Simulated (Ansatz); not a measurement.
# Si: how the settings move a relaxation

Aim: see which settings change the result for Si, by how much, and at what cost.

Computed with Ansatz 0.2.0 (reference: DFT, LDA, all-electron LAPW, scalar-relativistic, unless a step's input says otherwise).

## (1) The system as given

It takes space group Fd-3m (No. 227, cubic). Conventional cell: a = 5.499 Å, b = 5.499 Å, c = 5.499 Å, α = 90.00°, β = 90.00°, γ = 90.00°. Si (site symmetry -43m) is surrounded by 4 Si at 2.38 Å.

Coordinates:

```cif
data_structure
_symmetry_space_group_name_H-M 'P 1'
_symmetry_Int_Tables_number 1
_cell_length_a 3.8881
_cell_length_b 3.8881
_cell_length_c 3.8881
_cell_angle_alpha 60.000
_cell_angle_beta 60.000
_cell_angle_gamma 60.000
_cell_volume 41.56
loop_
_atom_site_label
_atom_site_type_symbol
_atom_site_fract_x
_atom_site_fract_y
_atom_site_fract_z
_atom_site_occupancy
Si1 Si 0.75000 0.75000 0.75000 1
Si2 Si 0.50000 0.50000 0.50000 1
```

## (2) Baseline

Input file input.yaml:

```yaml
crystal:
  lattice:
    - [0.0, 2.7492688318, 2.7492688318]
    - [2.7492688318, 0.0, 2.7492688318]
    - [2.7492688318, 2.7492688318, 0.0]
  atoms:
    - { symbol: Si, position: [0.75, 0.75, 0.75] }
    - { symbol: Si, position: [0.5, 0.5, 0.5] }
kpoints:
  mp_grid: { grid: [11, 11, 11] }
scf:
  occupations: { method: fermi_dirac, width: 0.05 }
hamiltonian:
  xc: lda
  pseudopotentials: { kind: all_electron, lapw: { basis_error: 0.001 } }
output:
  forces: true
  stress: true
relax:
  f_tol: 0.005
  max_steps: 80
  cell: {}
```

Launch:

```sh
$ ansatz run input.yaml --threads 1 --pin off --max-ram 2048MiB --backend cpu --events-out ev --progress --plain --runs-dir out
```

## (3) Again, with occupations.method methfessel_paxton, occupations.width 0.01

Edit input.yaml of step 2 so:

```diff
@@ -11,3 +11,3 @@
 scf:
-  occupations: { method: fermi_dirac, width: 0.05 }
+  occupations: { method: methfessel_paxton, width: 0.01 }
 hamiltonian:
```

## (4) Variant: starting moments, spin_polarized true

Edit input.yaml of step 2 so:

```diff
@@ -6,4 +6,4 @@
   atoms:
-    - { symbol: Si, position: [0.75, 0.75, 0.75] }
-    - { symbol: Si, position: [0.5, 0.5, 0.5] }
+    - { symbol: Si, position: [0.75, 0.75, 0.75], spin: 3.0 }
+    - { symbol: Si, position: [0.5, 0.5, 0.5], spin: 3.0 }
 kpoints:
@@ -22 +22,3 @@
   cell: {}
+magnetization:
+  spin_polarized: true
```

Before running it: what results should come out? Wanted: for each run, ending; energy change; pressure; gap; force.

**Answer**, as computed:

| run | ending | energy change | pressure (GPa) | gap (eV) | force (eV/Å) | cycles | time |
| --- | --- | --- | --- | --- | --- | --- | --- |
| reference | converged | 0 | 0.0 | 0.47 | 0.00 | 17 | 11 s |
| 1: occupations.method methfessel_paxton, occupations.width 0.01 | converged | 0.0 meV/atom (σ→0) | 0.0 | 0.47 | 0.00 | 17 | 11 s |
| 2: starting moments, spin_polarized true | converged | 0.0 meV/atom | 0.0 | 0.47 | 0.00 | 27 | 31 s |

What this shows: Among the runs that keep the physical model, none moves the energy noticeably. Of the variants the dearest is «starting moments, spin_polarized true» (31 s), the cheapest «occupations.method methfessel_paxton, occupations.width 0.01» (11 s), on a shared host.
